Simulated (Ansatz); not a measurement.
# CdGe3 (I4/mmm) in Ansatz: convergence with k mesh

Aim: find how far k mesh must go before the results for CdGe3 settle, at PBEsol. This setting moves, with any that are tied to it; all else stays.

Program: Ansatz 0.2.0. These are calculated values, not measurements. Logs are shortened: lines on timing, memory, paths and dates and some standing lists are left out, and cuts for length are marked.

### 1 Starting point

Symmetry: I4/mmm, No. 139, tetragonal system. The conventional cell has a = 4.229 Å, b = 4.229 Å, c = 9.313 Å, α = 90.00°, β = 90.00°, γ = 90.00°. Cd (site symmetry 4/mmm) is surrounded by 12 Ge at 2.99 to 3.15 Å. Ge (site symmetry 4/mmm) has 4 Cd at 2.99 Å and 8 Ge at 3.15 Å as nearest neighbours. Around Ge (site symmetry -4m2) lie 8 Ge at 2.99 to 3.15 Å and 4 Cd at 3.15 Å.

The cell comes from a database or a generator and needn't be the stable form of this composition.

### 2 With k mesh 3 × 3 × 3

input.yaml reads:

```yaml
crystal:
  lattice:
    - [-2.114664, 2.114664, 4.656728]
    - [2.114664, -2.114664, 4.656728]
    - [2.114664, 2.114664, -4.656728]
  atoms:
    - { symbol: Cd, position: [0.0, 0.0, 0.0] }
    - { symbol: Ge, position: [0.5, 0.5, 0.0] }
    - { symbol: Ge, position: [0.25, 0.75, 0.5] }
    - { symbol: Ge, position: [0.75, 0.25, 0.5] }
hamiltonian:
  xc: pbesol
  pseudopotentials: { kind: paw_fr }
magnetization:
  noncollinear: true
  spin_orbit: true
kpoints:
  mp_grid: { grid: [3, 3, 3] }
scf:
  occupations: { method: fermi_dirac, width: 0.1 }
output:
  forces: true
  stress: true
  eigenvalues: true
```

Potentials or basis: Ansatz PAW.

On the command line:

```console
> ansatz run input.yaml --threads 2 --pin off --max-ram 5632MiB --backend cpu --events-out ev --progress --plain --runs-dir out
```

What it wrote:

```text
Warning: RAYON_NUM_THREADS=2 ignored (pool sized by the plan → 2); use --threads N
Engine: ansatz 0.2.0, aarch64-unknown-linux-gnu
Pseudopotentials: kind: paw_fr
Pseudopotential: Cd, paw_fr, valence charge 20, recommended cutoff 420 eV (normal), Cd.paw.azcp#standard-fr
Pseudopotential: Ge, paw_fr, valence charge 14, recommended cutoff 420 eV (normal), Ge.paw.azcp#standard-fr
Functional definition: PBEsol
  exchange = pbesol_x
  correlation = pbesol_c
non-collinear run that drives no moment, with spin-orbit: no starting moment large enough to seed its density (crystal.atoms[].spin), no starting occupations that ask for one, no magnetisation constraint and no magnetic field, so the semilocal B_xc is pinned to zero
Crystal: 4 atoms, lattice volume = 83.296 Å³
Basis set: ecut = 420 eV, 1587 PW (Γ), exchange–correlation on 80×80×80 points (8 copies of the dense FFT grid, shifted against one another)
Bands: 76, of which v1, the nominal top of the filled ones, is band 62 counted from 1 (61 counted from 0)
Symmetry: 16 space group operations + 16 with time reversal
Magnetic group: BNS 139.532 (UNI 1192), of the structure as read, at distance tolerance 4.4e-5 Å
k-points: 6 of 27
Projection manifold: j_resolved (fully-relativistic pseudo-atomic orbitals)
Non-local potential: Cd, projectors of the file, l = 0: 3, l = 1: 4, l = 2: 4, l = 3: 2
Non-local potential: Ge, projectors of the file, l = 0: 2, l = 1: 4, l = 2: 6, l = 3: 2
PAW form: soft (Blöchl's): semilocal exchange-correlation on the pseudo side does not see the compensation charge
PAW frozen core: Cd, regenerated for the run's functional, and the local potential with it (the file was generated under x = pbe(κ = 0.804, μ = 0.2195149727645171), c = pbe(β = 0.06672455060314922))
PAW frozen core: Ge, regenerated for the run's functional, and the local potential with it (the file was generated under x = pbe(κ = 0.804, μ = 0.2195149727645171), c = pbe(β = 0.06672455060314922))
PAW one-centre angular grid: Cd, 590 points (default); XC on 64 Gauss nodes
PAW one-centre angular grid: Ge, 590 points (default); XC on 64 Gauss nodes
[... 24 lines left out ...]
  site 3: m = (+0.0000, +0.0000, +0.0000) μB, |m| = 0.0000 μB  (R = 1.23 Å)
Free energy (F): -20946.709842 eV
Harris-Foulkes:  -20946.709842 eV  (|F-HF|=2.31e-8)
Internal energy: -20946.660126 eV  (E = F + TS)
E sigma→0 (E₀):  -20946.684984 eV
Entropy (-TS):   -0.049715 eV (-12.429 meV/atom)
Fermi energy:    10.916662 eV
--- Per-component energies (eV) ---
  E_band       = -805.615765
  E_kinetic    = 832.706992
  E_local      = -9672.120255  (includes V_loc(G=0)·N_el)
  E_nonlocal   = 1282.336216
  E_hartree    = 4309.552879
  E_xc         = -399.463551
  E_vxc        = -413.532701  (∫ρ·V_xc dr)
  E_paw        = -9939.884574  (= ΣΔE_a)
  E_vpaw       = -1454.117814  (= ΣTr[D̂ρ^β])
  E_aug_tail   = 0.000883  (compensation charges beyond the density's cutoff)
  E_ewald      = -7362.896514
  E_core_change = 3.107798  (= ΣΔE_core)
  E_smearing   = -0.049715  (= −TS)
  E_closure    = 0.000000  (closes the sum)
  Σ components = -20946.709842   (vs F -20946.709842, Δ=0.00e0)
--- Forces (eV/Å), atoms counted from 1 ---
  atom   1  Cd     0.00000000     0.00000000     0.00000000
  atom   2  Ge     0.00000000     0.00000000     0.00000000
  atom   3  Ge     0.00000000    -0.00000000     0.00000000
  atom   4  Ge     0.00000000     0.00000000     0.00000000
  max |Σ_I F_I| component: 1.73e-18 eV/Å
--- Stress (GPa, compression-positive) ---
       -4.944728      -0.000000       0.000000
       -0.000000      -4.944728       0.000000
        0.000000       0.000000      -3.619959
  P = ⅓ Tr σ = -4.5031 GPa (-45.031 kbar)
--- Band table (eV; the first three rows and the last of 6) ---
  k-point 0: bands = ["-91.7025", "-91.7025", "-56.8604", "-56.8604", "-51.0188", "-51.0188", "-50.9986", "-50.9986", "-14.1061", "-14.1061", "-14.1032", "-14.1032", "-14.0329", "-14.0329", "-14.0262", "-14.0262", "-14.0230", "-14.0230", "-14.0093", "-14.0093", "-13.5228", "-13.5228", "-13.5213", "-13.5213", "-13.5173", "-13.5173", "-13.4604", "-13.4604", "-13.4562", "-13.4562", "-13.4489", "-13.4489", "-13.4302", "-13.4302", "-13.4110", "-13.4110", "-13.3977", "-13.3977", "-0.9629", "-0.9629", "1.7020", "1.7020", "1.7683", "1.7683", "2.3284", "2.3284", "2.4270", "2.4270", "2.4958", "2.4958", "5.1340", "5.1340", "6.0306", "6.0306", "6.9913", "6.9913", "9.4113", "9.4113", "9.5377", "9.5377", "10.1215", "10.1215", "10.3138", "10.3138", "10.8795", "10.8795", "11.9896", "11.9896", "12.3167", "12.3167", "15.2095", "15.2095", "15.4547", "15.4547", "19.2166", "19.2166"]
  k-point 1: bands = ["-91.7025", "-91.7025", "-56.8605", "-56.8605", "-51.0190", "-51.0190", "-50.9987", "-50.9987", "-14.1054", "-14.1054", "-14.1027", "-14.1027", "-14.0299", "-14.0299", "-14.0270", "-14.0270", "-14.0159", "-14.0159", "-14.0124", "-14.0124", "-13.5221", "-13.5221", "-13.5195", "-13.5195", "-13.5184", "-13.5184", "-13.4543", "-13.4543", "-13.4472", "-13.4472", "-13.4372", "-13.4372", "-13.4356", "-13.4356", "-13.4204", "-13.4204", "-13.4133", "-13.4133", "0.6550", "0.6550", "1.6260", "1.6260", "1.7928", "1.7928", "2.1743", "2.1743", "2.4357", "2.4357", "2.4832", "2.4832", "4.2483", "4.2483", "4.6705", "4.6705", "6.7132", "6.7132", "7.2126", "7.2126", "7.9905", "7.9905", "9.1113", "9.1113", "9.2278", "9.2278", "13.9478", "13.9478", "14.4981", "14.4981", "15.0873", "15.0873", "15.6794", "15.6794", "17.2646", "17.2646", "17.7509", "17.7509"]
  k-point 2: bands = ["-91.7025", "-91.7025", "-56.8605", "-56.8605", "-51.0189", "-51.0189", "-50.9986", "-50.9986", "-14.1057", "-14.1057", "-14.1028", "-14.1028", "-14.0251", "-14.0251", "-14.0241", "-14.0241", "-14.0236", "-14.0236", "-14.0125", "-14.0125", "-13.5228", "-13.5228", "-13.5202", "-13.5202", "-13.5176", "-13.5176", "-13.4482", "-13.4482", "-13.4448", "-13.4448", "-13.4437", "-13.4437", "-13.4337", "-13.4337", "-13.4223", "-13.4223", "-13.4159", "-13.4159", "0.0782", "0.0782", "1.6686", "1.6686", "1.7547", "1.7547", "2.2444", "2.2444", "2.4063", "2.4063", "2.4734", "2.4734", "3.6613", "3.6613", "4.3549", "4.3549", "6.8867", "6.8867", "9.4942", "9.4942", "9.7710", "9.7710", "9.9646", "9.9646", "11.6792", "11.6792", "12.6433", "12.6433", "12.8665", "12.8665", "12.9498", "12.9498", "15.0013", "15.0013", "15.6251", "15.6251", "17.1609", "17.1609"]
  k-point 5: bands = ["-91.7025", "-91.7025", "-56.8605", "-56.8605", "-51.0189", "-51.0189", "-50.9986", "-50.9986", "-14.1059", "-14.1059", "-14.1028", "-14.1028", "-14.0249", "-14.0249", "-14.0248", "-14.0248", "-14.0238", "-14.0238", "-14.0128", "-14.0128", "-13.5241", "-13.5241", "-13.5195", "-13.5195", "-13.5176", "-13.5176", "-13.4488", "-13.4488", "-13.4438", "-13.4438", "-13.4433", "-13.4433", "-13.4325", "-13.4325", "-13.4234", "-13.4234", "-13.4147", "-13.4147", "0.9648", "0.9648", "1.4919", "1.4919", "1.7237", "1.7237", "2.0769", "2.0769", "2.3093", "2.3093", "2.5691", "2.5691", "2.7038", "2.7038", "3.4545", "3.4545", "7.5956", "7.5956", "9.0087", "9.0087", "10.7963", "10.7963", "11.3443", "11.3443", "12.5722", "12.5722", "13.0144", "13.0144", "13.1418", "13.1418", "13.6130", "13.6130", "14.8197", "14.8197", "14.9873", "14.9873", "16.2864", "16.2864"]
```

Wall time 4.3 s (2 threads of Arm Neoverse V1, shared host); peak memory 0.61 GiB.

Results:

```
Free energy            : -20946.7098 eV
Pressure               : -4.5 GPa
Band gap on the k mesh : none (metal or under the smearing width)
```

### 3 With k mesh 4 × 4 × 4

input.yaml: that of step 2 with these lines changed.

```diff
@@ -17,3 +17,3 @@
 kpoints:
-  mp_grid: { grid: [3, 3, 3] }
+  mp_grid: { grid: [4, 4, 4] }
 scf:
```

Potentials or basis: Ansatz PAW.

On the command line:

```console
> ansatz run input.yaml --threads 2 --pin off --max-ram 5632MiB --backend cpu --events-out ev --progress --plain --runs-dir out
```

Wall time 7.7 s (2 threads of Arm Neoverse V1, shared host); peak memory 0.65 GiB.

Results:

```yaml
Free_energy: -20946.4746 eV
Pressure: -4.2 GPa
Band_gap_on_the_k_mesh: none (metal or under the smearing width)
```

### 4 With k mesh 5 × 5 × 5

input.yaml: that of step 3 with these lines changed.

```diff
@@ -17,3 +17,3 @@
 kpoints:
-  mp_grid: { grid: [4, 4, 4] }
+  mp_grid: { grid: [5, 5, 5] }
 scf:
```

On the command line:

```console
> ansatz run input.yaml --threads 2 --pin off --max-ram 5632MiB --backend cpu --events-out ev --progress --plain --runs-dir out
```

Wall time 11 s (2 threads of Arm Neoverse V1, shared host); peak memory 0.68 GiB.

Results:

| Item | Value |
| --- | --- |
| Free energy | -20946.4033 eV |
| Pressure | -4.1 GPa |
| Band gap on the k mesh | none (metal or under the smearing width) |

### 5 With k mesh 7 × 7 × 7

input.yaml: that of step 4 with these lines changed.

```diff
@@ -17,3 +17,3 @@
 kpoints:
-  mp_grid: { grid: [5, 5, 5] }
+  mp_grid: { grid: [7, 7, 7] }
 scf:
```

On the command line:

```console
> ansatz run input.yaml --threads 2 --pin off --max-ram 5632MiB --backend cpu --events-out ev --progress --plain --runs-dir out
```

It took 21 s on 2 threads of Arm Neoverse V1, shared host; peak memory 0.82 GiB.

Results:

| Property | Result |
| --- | --- |
| Free energy | -20946.4287 eV |
| Pressure | -4.3 GPa |
| Band gap on the k mesh | none (metal or under the smearing width) |

### 6 With k mesh 8 × 8 × 8

input.yaml: that of step 5 with these lines changed.

```diff
@@ -17,3 +17,3 @@
 kpoints:
-  mp_grid: { grid: [7, 7, 7] }
+  mp_grid: { grid: [8, 8, 8] }
 scf:
```

Potentials or basis: Ansatz PAW.

On the command line:

```console
> ansatz run input.yaml --threads 2 --pin off --max-ram 5632MiB --backend cpu --events-out ev --progress --plain --runs-dir out
```

It took 33 s on 2 threads of Arm Neoverse V1, shared host; peak memory 0.94 GiB.

It converged, with:

```yaml
Free_energy: -20946.4361 eV
Pressure: -4.2 GPa
Band_gap_on_the_k_mesh: none (metal or under the smearing width)
```

### 7 With k mesh 10 × 10 × 10

input.yaml: that of step 6 with these lines changed.

```diff
@@ -17,3 +17,3 @@
 kpoints:
-  mp_grid: { grid: [8, 8, 8] }
+  mp_grid: { grid: [10, 10, 10] }
 scf:
```

On the command line:

```console
> ansatz run input.yaml --threads 2 --pin off --max-ram 5632MiB --backend cpu --events-out ev --progress --plain --runs-dir out
```

It took 51 s on 2 threads of Arm Neoverse V1, shared host; peak memory 1.2 GiB.

It converged, with:

```yaml
Free_energy: -20946.4223 eV
Pressure: -4.1 GPa
Band_gap_on_the_k_mesh: none (metal or under the smearing width)
```

### 8 With k mesh 12 × 12 × 12

input.yaml: that of step 7 with these lines changed.

```diff
@@ -17,3 +17,3 @@
 kpoints:
-  mp_grid: { grid: [10, 10, 10] }
+  mp_grid: { grid: [12, 12, 12] }
 scf:
```

On the command line:

```console
> ansatz run input.yaml --threads 2 --pin off --max-ram 5632MiB --backend cpu --events-out ev --progress --plain --runs-dir out
```

It took 81 s on 2 threads of Arm Neoverse V1, shared host; peak memory 1.6 GiB.

The run converged. Its results:

```yaml
Free_energy: -20946.4267 eV
Pressure: -4.2 GPa
Band_gap_on_the_k_mesh: none (metal or under the smearing width)
```

### 9 With k mesh 15 × 15 × 15

input.yaml: that of step 8 with these lines changed.

```diff
@@ -17,3 +17,3 @@
 kpoints:
-  mp_grid: { grid: [12, 12, 12] }
+  mp_grid: { grid: [15, 15, 15] }
 scf:
```

Potentials or basis: Ansatz PAW.

On the command line:

```console
> ansatz run input.yaml --threads 2 --pin off --max-ram 5632MiB --backend cpu --events-out ev --progress --plain --runs-dir out
```

Wall time 2.7 min (2 threads of Arm Neoverse V1, shared host); peak memory 2.3 GiB.

It converged, with:

```yaml
Free_energy: -20946.4277 eV
Pressure: -4.2 GPa
Band_gap_on_the_k_mesh: none (metal or under the smearing width)
```

### 10 The series at a glance

```
      k mesh  energy less the tightest run, at zero smearing (meV/atom)  pressure (GPa)  SCF cycles  CPU time (s)  peak memory (GiB)
   3 × 3 × 3                                                     -71.36           -4.50           9           8.2               0.61
   4 × 4 × 4                                                     -14.25           -4.19           8            15               0.65
   5 × 5 × 5                                                       8.71           -4.10           9            22               0.68
   7 × 7 × 7                                                      -0.50           -4.31           8            41               0.82
   8 × 8 × 8                                                      -2.64           -4.17           9            66               0.94
10 × 10 × 10                                                       2.08           -4.09           8           100                1.2
12 × 12 × 12                                                       0.32           -4.17           8           160                1.6
15 × 15 × 15                                                       0.00           -4.17           9           330                2.3
```

Against the tightest run, the energy stays within 1 meV/atom from 12 × 12 × 12 on; the pressure stays within 0.1 GPa from 8 × 8 × 8 on. Meshes of other sizes hit other points, so gaps and Fermi surfaces needn't settle smoothly. The tightest run that finished is the yardstick and may itself not be fully converged.

Caveats: the PAW data sets come from PBE, with cores solved anew for the run's functional, which leaves a small shift of forces and pressure.
